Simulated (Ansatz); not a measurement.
**TiTe2: an axial (c/a) deformation path**

An exercise on one series of results from a longer session: the logs are not shown, and one member is left open.

Program: Ansatz 0.2.0. Level of theory: DFT PBE, scalar-relativistic, plane waves, PAW. These are calculated values, not measurements.

## The system as given

Symmetry: P-3m1, No. 164, trigonal system. The conventional cell has a = 3.777 Å, b = 3.777 Å, c = 6.498 Å, α = 90.00°, β = 90.00°, γ = 120.00°. Ti (site symmetry -3m) has 6 Te at 2.77 Å in its first shell of neighbours. Te (site symmetry 3m) is surrounded by 3 Ti at 2.77 Å.

As a file:

```
Ti Te
1.0
     3.77700    0.00000    0.00000
    -1.88850    3.27098    0.00000
     0.00000    0.00000    6.49800
Ti Te
1 2
Cartesian
  0.0000 0.0000 0.0000
  1.8885 1.0903 1.7077
  0.0000 2.1807 4.7903
```

The cell is taken as given, not relaxed at this level.

The first run:

Contents of input.yaml:

```yaml
crystal:
  lattice:
    - [3.7770008876, 0.0, 0.0]
    - [-1.8885004438, 3.2709787188, 0.0]
    - [0.0, 0.0, 6.498]
  atoms:
    - { symbol: Ti, position: [0.0, 0.0, 0.0] }
    - { symbol: Te, position: [0.6666666667, 0.3333333333, 0.2628] }
    - { symbol: Te, position: [0.3333333333, 0.6666666667, 0.7372] }
basis:
  ecutwfc: 420
kpoints:
  mp_grid: { grid: [18, 18, 8] }
hamiltonian:
  xc: pbe
scf:
  occupations: { method: gaussian, width: 0.15 }
output:
  forces: true
  stress: true
  eigenvalues: true
```

Launch:

```sh
ansatz run input.yaml --threads 1 --pin off --max-ram 2560MiB --backend cpu --events-out ev --progress --plain --runs-dir out
```

Steps of the session up to this table: Zero of the scan; Point ρ = 0.850; ρ = 1.200; At ρ = 0.920; Point ρ = 1.100; ρ = 0.960; Point ρ = 1.050; ρ = 0.800; Point ρ = 1.300.

One table of the session follows, with a row left open; its other results are not shown here.

| ρ | ΔE (meV/atom) | pressure (GPa) |
| --- | --- | --- |
| 0.800 | 143.6 | 2.2 |
| 0.850 | 82.2 | 1.8 |
| 0.920 | 26.0 | 1.3 |
| 0.960 | 8.6 | 1.1 |
| 1.000 | 0.0 | 0.9 |
| 1.050 | 1.0 | 0.7 |
| 1.100 | 13.7 | 0.5 |
| 1.200 | ? | ? |
| 1.300 | 161.0 | -0.6 |

Q: Estimate the row for ρ = 1.200 from the others.

Worked estimate for «ΔE (meV/atom)». A straight line through the neighbours (1.100, 13.7) and (1.300, 161.0) gives 13.7 + (161.0 − 13.7) × (1.200 − 1.100) / (1.300 − 1.100) = 87.3; a parabola fitted to 3 rows on both sides gives 68.0.

The run gave: ΔE (meV/atom): 71.1; pressure (GPa): 0.0. In «ΔE (meV/atom)» the line misses by +16.2 and the parabola by -3.1.

Limits of these values: Layers here are held mostly by dispersion, which this level lacks, so their spacing and the stiffness across them are unreliable there.
